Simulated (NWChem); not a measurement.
**GeN2H5 (SMILES [NH][GeH2][NH2]): levels of theory compared**

We compute a comparison of 3 runs (UHF/STO-3G, UHF/3-21G, UB3LYP/6-31G*) of GeN2H5. 

The calculation is run with NWChem 7.3.0.

**1. The molecule**

GeN2H5: 8 atoms, total charge 0, spin state doublet. SMILES: `[NH][GeH2][NH2]`. The coordinates come from a PBE0-D4/def2-TZVP relaxation. This is one conformer, not always the lowest.

Bond lengths: N1–Ge2 1.861 Å, Ge2–N3 1.829 Å, N1–H4 1.025 Å, Ge2–H5 1.552 Å, Ge2–H6 1.541 Å, N3–H7 1.011 Å, N3–H8 1.010 Å. Angles: N1–Ge2–N3 104.2°, N1–Ge2–H5 105.7°, N1–Ge2–H6 114.1°, N3–Ge2–H5 115.8°, N3–Ge2–H6 107.4°, Ge2–N1–H4 109.3°, Ge2–N3–H7 113.9°, Ge2–N3–H8 115.2°, H5–Ge2–H6 109.8°, H7–N3–H8 109.1°.

**2. Energy and gradient at UHF/STO-3G (run 1)**

Contents of run.py:

```python
from ase import Atoms
from ase.calculators.nwchem import NWChem

mol = Atoms(['N', 'Ge', 'N', 'H', 'H', 'H', 'H', 'H'], positions=[
    [-1.696200, -0.133000, -0.510200],
    [0.044800, 0.440000, -0.185400],
    [0.758300, -0.869000, 0.874100],
    [-2.241700, 0.643600, -0.898100],
    [0.698700, 0.607500, -1.583100],
    [0.135600, 1.765700, 0.595000],
    [0.680200, -1.798300, 0.484200],
    [1.712300, -0.713500, 1.167600],
])

calc = NWChem(
    label='geh5n2',
    theory='scf',
    memory='2200 mb',
    basis='STO-3G',
    basispar='spherical bse',
    scf={'nopen': '1', 'uhf': None, 'thresh': '1e-08', 'maxiter': '80'},
)
mol.calc = calc

forces = mol.get_forces()
print(f"energy = {mol.get_potential_energy():.6f} eV")
print("forces (eV/A):")
for s, f in zip(mol.symbols, forces):
    print(f"{s:2s} {f[0]:10.5f} {f[1]:10.5f} {f[2]:10.5f}")
```

Started as:

```
$ export ASE_NWCHEM_COMMAND="nwchem PREFIX.nwi > PREFIX.nwo"
$ python run.py
```

The log of the run:

```text
energy = -58834.322967 eV
forces (eV/A):
N     0.86024   -1.15396    0.63198
Ge    1.07302    0.82584   -0.02036
N    -1.28607    1.70413   -0.87567
H    -0.64319    1.21690   -0.52183
H    -0.69086   -0.24595    1.87727
H    -0.15036   -1.65358   -1.04217
H     0.16445   -0.60565   -0.16090
H     0.67281   -0.08773    0.11169
```

The calculator wrote geh5n2.nwi:

```
title "geh5n2"

permanent_dir geh5n2

scratch_dir geh5n2

start geh5n2

geometry units angstrom nocenter noautosym noautoz
  N  -1.6961999999999999e+00 -1.3300000000000001e-01 -5.1019999999999999e-01
  Ge 4.4800000000000000e-02 4.4000000000000000e-01 -1.8540000000000001e-01
  N  7.5829999999999997e-01 -8.6899999999999999e-01 8.7409999999999999e-01
  H  -2.2416999999999998e+00 6.4359999999999995e-01 -8.9810000000000001e-01
  H  6.9869999999999999e-01 6.0750000000000004e-01 -1.5831000000000000e+00
  H  1.3560000000000000e-01 1.7657000000000000e+00 5.9499999999999997e-01
  H  6.8020000000000003e-01 -1.7983000000000000e+00 4.8420000000000002e-01
  H  1.7122999999999999e+00 -7.1350000000000002e-01 1.1676000000000000e+00
end

memory 2200 mb

basis spherical bse noprint
   * library STO-3G
end

scf
  nopen 1
  uhf
  thresh 1e-08
  maxiter 80
end

task scf gradient
```

geh5n2.nwo:

```text
Northwest Computational Chemistry Package (NWChem) 7.3.0
             --------------------------------------------------------

           Job information
           ---------------

    nwchem branch   = 7.3.0
    use scalapack   = T
    input           = geh5n2.nwi
    prefix          = geh5n2.
    data base       = geh5n2/geh5n2.db
    status          = startup
    nproc           =        1

           Memory information
           ------------------

    heap     =     72089598 doubles =      550.0 Mbytes
    stack    =     72089595 doubles =      550.0 Mbytes
    global   =    144179200 doubles =     1100.0 Mbytes (distinct from heap & stack)
    total    =    288358393 doubles =     2200.0 Mbytes
    verify   = yes
    hardfail = no

[... 37 lines left out ...]
            Nuclear Dipole moment (a.u.)
[... 86 lines left out ...]
 1-e energy   =   -3438.226983
[... 7 lines left out ...]
         Quadratically convergent UHF
[... 15 lines left out ...]
       Final UHF  results
[... 3 lines left out ...]
      One electron energy =  -3433.002228850325
[... 1 line left out ...]
 Nuclear repulsion energy =    201.455272834327
[... 45 lines left out ...]
          Final beta eigenvalues
[... 212 lines left out ...]
                     UHF Final Beta Molecular Orbital Analysis
[... 243 lines left out ...]
                         UHF ENERGY GRADIENTS

    atom               coordinates                        gradient
                 x          y          z           x          y          z
   1 N      -3.205353  -0.251334  -0.964138   -0.016729   0.022441  -0.012290
   2 Ge      0.084660   0.831479  -0.350355   -0.020867  -0.016060   0.000396
   3 N       1.432979  -1.642172   1.651809    0.025010  -0.033140   0.017029
[... 4 lines of this table left out ...]
   8 H       3.235778  -1.348319   2.206444   -0.013084   0.001706  -0.002172

                 ----------------------------------------
                 |  Time  |  1-e(secs)   |  2-e(secs)   |
                 ----------------------------------------
                 |  CPU   |       0.00   |       0.33   |
                 ----------------------------------------
                 |  WALL  |       0.00   |       0.33   |
                 ----------------------------------------

 Task  times  cpu:        2.9s     wall:        2.9s
 Total times  cpu:        3.0s     wall:        3.0s
```

Wall time 3.9 s (1 thread of Intel Xeon 6975P-C (Granite Rapids), shared host); peak memory 0.097 GiB.

**3. Energy and forces at UHF/3-21G (run 2)**

Contents of geh5n2.nw:

```
start geh5n2
memory 2200 mb
charge 0
geometry units angstroms noautosym nocenter noautoz
N       -1.696200      -0.133000      -0.510200
Ge       0.044800       0.440000      -0.185400
N        0.758300      -0.869000       0.874100
H       -2.241700       0.643600      -0.898100
H        0.698700       0.607500      -1.583100
H        0.135600       1.765700       0.595000
H        0.680200      -1.798300       0.484200
H        1.712300      -0.713500       1.167600
end
basis spherical bse
N library 3-21G
Ge library 3-21G
H library 3-21G
end
scf
nopen 1
uhf
thresh 1e-08
maxiter 80
noprint "final vectors analysis"
end
task scf gradient
```

Started as:

```
$ nwchem geh5n2.nw > geh5n2.out
```

The log of the run:

```text
[...]
  functions       =    50
[...]
  wavefunction    = UHF
[...]
         Total SCF energy =  -2176.504557884738
      One electron energy =  -3435.721274680041
      Two electron energy =   1057.761443960977
 Nuclear repulsion energy =    201.455272834327
                       Sz =      0.5000
                 Sz(Sz+1) =      0.7500
                      S^2 =      0.7582
[...]
                         UHF ENERGY GRADIENTS
    atom               coordinates                        gradient
                 x          y          z           x          y          z
   1 N      -3.205353  -0.251334  -0.964138   -0.000469  -0.010174   0.004727
   2 Ge      0.084660   0.831479  -0.350355   -0.004866   0.011879  -0.013798
   3 N       1.432979  -1.642172   1.651809   -0.012414  -0.007495   0.024230
   4 H      -4.236199   1.216228  -1.697163    0.009197   0.004738   0.000320
   5 H       1.320352   1.148009  -2.991625   -0.000167  -0.000982  -0.001095
   6 H       0.256247   3.336689   1.124387    0.000371  -0.000565   0.001931
   7 H       1.285392  -3.398294   0.915005    0.004205   0.000492  -0.008536
   8 H       3.235778  -1.348319   2.206444    0.004143   0.002106  -0.007779
[...]
```

Run time: 3.9 s. Hardware: 1 thread of Intel Xeon 6975P-C (Granite Rapids), shared host; peak memory 0.096 GiB.

**4. Energy and forces at UB3LYP/6-31G(d) (Cartesian functions) (run 3)**

Contents of struct.xyz:

```xyz
8

N     -1.696200    -0.133000    -0.510200
Ge     0.044800     0.440000    -0.185400
N      0.758300    -0.869000     0.874100
H     -2.241700     0.643600    -0.898100
H      0.698700     0.607500    -1.583100
H      0.135600     1.765700     0.595000
H      0.680200    -1.798300     0.484200
H      1.712300    -0.713500     1.167600
```

Contents of struct.nw:

```
start struct
memory stack 880 mb heap 220 mb global 1100 mb

geometry units angstroms noautosym nocenter noautoz
   load struct.xyz
end

basis cartesian
   N library 6-31G*
   Ge library 6-31G*
   H library 6-31G*
end

dft
   xc b3lyp
   mult 2
   grid xfine
   convergence energy 1e-08
   maxiter 100
   mulliken
end

task dft gradient
```

Started as:

```
$ nwchem struct.nw > struct.out
```

The log of the run:

```text
[...]
          Wavefunction type:  spin polarized.
          No. of atoms     :     8
          No. of electrons :    51
[...]
          Charge           :     0
          Spin multiplicity:     2
[...]
          AO basis - number of functions:    75
[...]
              XC Information
              --------------
                         B3LYP Method XC Potential
                     Hartree-Fock (Exact) Exchange  0.200
                        Slater Exchange Functional  0.800 local
                    Becke 1988 Exchange Functional  0.720 non-local
              Lee-Yang-Parr Correlation Functional  0.810
                  VWN I RPA Correlation Functional  0.190 local
[...]
 d= 0,ls=0.0,diis     1  -2189.1303276369 -2.39D+03  7.83D-03  3.25D-01     3.6
[...]
 d= 0,ls=0.0,diis    14  -2189.2073813991 -3.95D-10  9.87D-08  9.53D-11    46.5
[...]
         Total DFT energy =    -2189.207381399136
      One electron energy =    -3446.976981171301
           Coulomb energy =     1151.037018348184
    Exchange-Corr. energy =      -94.722691410346
 Nuclear repulsion energy =      201.455272834327
[...]
      Total Density - Mulliken Population Analysis
     ---------------------------------------------
    Atom       Charge   Shell Charges
 -----------   ------   -------------------------------------------------------
    1 N    7     7.49   1.99  0.85  2.25  0.99  1.40  0.00
    2 Ge  32    31.66   2.00  1.99  6.00  1.93  5.99  1.29  2.01  0.09  0.20  6.93  2.95  0.28
    3 N    7     7.80   1.99  0.78  2.50  0.84  1.65  0.03
    4 H    1     0.69   0.51  0.18
    5 H    1     1.01   0.49  0.52
    6 H    1     0.99   0.49  0.50
    7 H    1     0.67   0.50  0.17
    8 H    1     0.68   0.51  0.17
[...]
      <S2> =      0.7535 (Exact =     0.7500)
[...]
  wavefunction    = open shell
                         DFT ENERGY GRADIENTS
    atom               coordinates                        gradient
                 x          y          z           x          y          z
   1 N      -3.205353  -0.251334  -0.964138    0.003925   0.006592  -0.000721
   2 Ge      0.084660   0.831479  -0.350355   -0.001596  -0.002969   0.001730
   3 N       1.432979  -1.642172   1.651809    0.001625   0.001496  -0.005707
   4 H      -4.236199   1.216228  -1.697163    0.002020  -0.004249   0.001702
   5 H       1.320352   1.148009  -2.991625   -0.001382  -0.001079   0.003196
   6 H       0.256247   3.336689   1.124387   -0.000636  -0.002578  -0.001358
   7 H       1.285392  -3.398294   0.915005    0.000450   0.003853   0.002329
   8 H       3.235778  -1.348319   2.206444   -0.004406  -0.001067  -0.001172
[...]
```

It took 53 s on 1 thread of Intel Xeon 6975P-C (Granite Rapids), shared host; peak memory 0.14 GiB.

**5. The series**

```csv
run,level,Cartesian functions,iteration cap,energy (Eh),dipole moment (D),HOMO energy (eV),LUMO energy (eV),wall time
1,UHF/STO-3G,no,80,-2162.121507,2.41,-7.84,8.55,3.9 s
2,UHF/3-21G,no,80,-2176.504558,2.51,–,–,3.9 s
3,UB3LYP/6-31G* (Cartesian functions),yes,100,-2189.207381,1.96,-6.73,-2.99,53 s
```

**6. Results**

| quantity | value |
| --- | --- |
| run 3: total energy | -2189.20738 Eh |
| run 3: dipole moment | 1.96 D |
| run 3: HOMO energy (highest over α and β) | -6.73 eV |
| run 3: LUMO energy (lowest over α and β) | -2.99 eV |
| run 3: ⟨S²⟩ | 0.753 |
| run 3: largest force on an atom | 0.396 eV/Å |

**Reading.** The dipole moment (its size) runs from 1.96 D (UB3LYP/6-31G*) to 2.51 D (UHF/3-21G). The two ends differ in method and basis. In run 1 the basis is minimal, so the values are rough. All runs together took 61 s, the longest 53 s.
